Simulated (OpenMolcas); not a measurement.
# Cr³⁺ in Cs2NaYF6: CASSCF and CASPT2 levels and susceptibility

Which state of Cr³⁺ lies lowest among these ligands, how large is the field, and what χT follows?

Method: state-averaged CASSCF and CASPT2, spin-orbit coupling by RASSI with atomic mean-field integrals. Code: OpenMolcas 26.06.

**1. The system**

| Item | Value |
| --- | --- |
| Species | Cr³⁺ (chromium, Z = 24, 21 electrons) |
| Basis | ANO-RCC-VDZP [5s4p2d1f], 142 functions with the ligands |
| Scalar Hamiltonian | DKH2, point nucleus |
| Inactive shells | 1s 2s 2p 3s 3p of the metal, and all ligand shells |
| Active space | 3 electrons in 5 orbitals (3d) |
| Some configurations of this space | 3d³ |
| Orbitals | optimised for each spin and parity, averaged over all roots |

The outer shells:

3d3
```
3d [↑ ][↑ ][↑ ][  ][  ]
```

Cr³⁺ is taken with its 6 nearest fluoride ions at 2.102 Å, on the cation site of Cs2NaYF6 (a = 9.075 Å). The rest of the host is ab initio model potentials to 7.6 Å, with orthogonalisation functions on the cations behind the ligands, and point charges beyond; the distance is set by hand, nothing relaxes, and no local charge compensation is placed. Ligand basis ANO-RCC-VDZP.

```xyz
15

Cr    0.0000    0.0000    0.0000
F     2.1020    0.0000    0.0000
F     0.0000    2.1020    0.0000
F    -2.1020    0.0000    0.0000
F     0.0000   -2.1020    0.0000
F     0.0000    0.0000    2.1020
F     0.0000    0.0000   -2.1020
Cs    2.2687   -2.2687   -2.2687
Cs   -2.2687    2.2687    2.2687
Cs    2.2687   -2.2687    2.2687
Cs   -2.2687    2.2687   -2.2687
Cs    2.2687    2.2687   -2.2687
Cs   -2.2687   -2.2687    2.2687
Cs    2.2687    2.2687    2.2687
Cs   -2.2687   -2.2687   -2.2687
```

The work runs as a chain of OpenMolcas steps in one folder; each step below is one input file. Labels, J, g values, rates, χT and fits are worked out afterwards by a script from the matrices that RASSI stores.

**2. One- and two-electron integrals**

Contents of a.inp:

```
&GATEWAY
Basis set
Cr.ANO-RCC-VDZP.
Cr1 0.0 0.0 0.0 Angstrom
End of basis
Basis set
F.ANO-RCC-VDZP.
L1 2.102000 0.000000 0.000000 Angstrom
L2 0.000000 2.102000 0.000000 Angstrom
L3 0.000000 0.000000 2.102000 Angstrom
End of basis
Basis set
Na.EMB-AIMP.Ruiperez.7s4p.1s1p.ECP.Cs2NaYF6.
PseudoCharge
* 3 symmetry-unique lattice sites within 7.6 angstrom
End of basis
Basis set
Cs.EMB-AIMP.Ruiperez.0s.0s.ECP.Cs2NaYF6.
PseudoCharge
* 16 symmetry-unique lattice sites within 7.6 angstrom
End of basis
Basis set
F.EMB-AIMP.Ruiperez.0s.0s.ECP.Cs2NaYF6.
PseudoCharge
* 27 symmetry-unique lattice sites within 7.6 angstrom
End of basis
Basis set
Y.EMB-AIMP.Ruiperez.0s.0s.ECP.Cs2NaYF6.
PseudoCharge
* 6 symmetry-unique lattice sites within 7.6 angstrom
End of basis
Symmetry
XYZ
AngMom=0.0 0.0 0.0
AMFI
RICD
XField
1537 Angstrom 0
* Evjen-weighted lattice charges
&SEWARD
```

On the command line:

```bash
> OMP_NUM_THREADS=1 MOLCAS_MEM=2457 MOLCAS_PROJECT=a pymolcas a.inp > a.log
```

**3. Reference wave functions, quartets, 10 roots**

Contents of a.inp:

```
&RASSCF
FileOrb=start.orb
Symmetry=1
Spin=4
nActEl=3 0 0
Inactive=18 21
Ras2=5 0
CIRoot=10 10 1
SDav=10
CIMx=300
Iter=150 100
PrWF=0.3
OrbListing=Nothing
MaxOrb=1
LevShft=1.0
>>> COPY $Project.JobIph JOB001
```

start.orb holds start orbitals that the driver prepared beforehand, or those of the step before.

**4. CASSCF: doublets, 40 roots**

Contents of a.inp:

```
&RASSCF
FileOrb=start.orb
Symmetry=1
Spin=2
nActEl=3 0 0
Inactive=18 21
Ras2=5 0
CIRoot=40 40 1
SDav=40
CIMx=300
Iter=150 100
PrWF=0.3
OrbListing=Nothing
MaxOrb=0
LevShft=1.0
>>> COPY $Project.JobIph JOB002
```

**5. State interaction with spin-orbit coupling**

Contents of a.inp:

```
&RASSI
NrOfJobIphs=2 10 40
1 2 3 4 5 6 7 8 9 10
1 2 3 4 5 6 7 8 9 10 11 12 13 14 15 16 17 18 19 20 21 22 23 24 25 26 27
28 29 30 31 32 33 34 35 36 37 38 39 40
IphNames
JOB001
JOB002
EJob
SpinOrbit
DIPRint=1.0
SOCoupling=1000.0
Subsets=2
Property=9
'ANGMOM' 1 'ANGMOM' 2 'ANGMOM' 3 'MLTPL  1' 1 'MLTPL  1' 2 'MLTPL  1' 3
'AMFI' 1 'AMFI' 2 'AMFI' 3
SOProperty=3
'ANGMOM' 1 'ANGMOM' 2 'ANGMOM' 3
```

**6. CASPT2: IPEA 0.25, imaginary shift 0.1 (closed shells correlated: 3s 3p of the metal, with ligand shells; the Frozen line counts the rest)**

Contents of a.inp:

```
>>> COPY JOB001 $Project.JobIph
&CASPT2
Multistate=10 1 2 3 4 5 6 7 8 9 10
NoMult
Frozen=5 6
IPEA=0.25
Imaginary=0.1
MaxIter=60
WThr=0.0 0.3 0.05
PrWF=0.5
NoMix
>>> COPY JOB002 $Project.JobIph
&CASPT2
Multistate=40 1 2 3 4 5 6 7 8 9 10 11 12 13 14 15 16 17 18 19 20 21 22
23 24 25 26 27 28 29 30 31 32 33 34 35 36 37 38 39 40
NoMult
Frozen=5 6
IPEA=0.25
Imaginary=0.1
MaxIter=60
WThr=0.0 0.3 0.05
PrWF=0.5
NoMix
```

(Steps that only read results are left out.)

**Question.** What will these runs give? Wanted: spin-free ground state; first state of the same spin within the active space; lowest level; next level.

The runs gave:

```
                                            quantity                                                                                                                                          value
                                              method  SS-CASPT2, IPEA 0.25, imaginary shift 0.1 (closed shells correlated: 3s 3p of the metal, with ligand shells; the Frozen line counts the rest)
                              spin-free ground state                                                                                                                4A2, 1-fold in its orbital part
first state of the same spin within the active space                                                                                                                              4T2 at 11700 cm⁻¹
                                        lowest level                                                                                                                                      4-fold Γ8
                                          next level                                                                                                                                   11548.2 cm⁻¹
                                         χT at 300 K                                                                                                                                 1.82 cm³ K/mol
                           effective moment at 300 K                                                                                                                                        3.81 μB
```

Cost by method:

| method | time of its own steps | time with the reference |
| --- | --- | --- |
| A. CASSCF | 20 s | 20 s |
| B. SS-CASPT2, IPEA 0.25, imaginary shift 0.1, +3s 3p | 2.5 min | 2.9 min |

Times are of one thread on a shared host.

What this shows: The spin-free ground state (4A2) comes to 100 % from free-ion F terms and keeps the highest spin of the shell. χT at 300 K is 1.82, against 1.88 cm³ K/mol for the spin alone; near agreement at one temperature doesn't show that the orbital moment is quenched. A ligand-field fit to the states below 45000 cm-1 gives 10Dq = 11999 cm-1, B = 799 cm-1 and C = 3413 cm-1 (C/B = 4.27), with a deviation of 629 cm-1. CASPT2 does not keep the components of a term degenerate, and the means are used.
